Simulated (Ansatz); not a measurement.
Crystal: Cu2IBr.

```
I Br Cu
1.0
     1.96853    1.13653    6.38762
    -1.96853    1.13653    6.38762
     0.00000   -2.27306    6.38762
I Br Cu
1 1 2
Direct
  0.00000 0.00000 0.00000
  0.50000 0.50000 0.50000
  0.24903 0.24903 0.24903
  0.75097 0.75097 0.75097
```

The cell comes from a database or a generator and needn't be the stable form of this composition.

Base run:

```yaml
Program: Ansatz 0.2.0
Functional: LDA
Potentials_or_basis: Ansatz PAW
Cutoff: "420 eV (not typed: the program's choice for these potentials)"
k_mesh: 8 × 8 × 8
Occupations: fermi-dirac, width 0.05 eV
Spin: no spin polarisation
```

Its results: band gap on the k mesh none (metal or under the smearing width); pressure -5.6 GPa; largest force 0.006 eV/Å.

Problem. The run is repeated on the same cell with these changes: hubbard terms from none to Cu d U = 2 eV; hubbard projectors from none to ortho-atomic (the default). What comes out?

Solution. Band gap on the k mesh none (metal or under the smearing width); pressure -5.1 GPa; largest force 0.015 eV/Å.

Caveats: spin-orbit coupling is left out, which moves the levels of the heavy elements; the run has no spin polarisation, though such a crystal can be magnetic; the PAW data sets come from PBE, with cores solved anew for the run's functional, which leaves a small shift of forces and pressure; semilocal functionals often make such compounds metallic where correlation or magnetic order opens a gap, which also shifts bond lengths (some runs); U without spin polarisation on a metal has little footing (some runs).
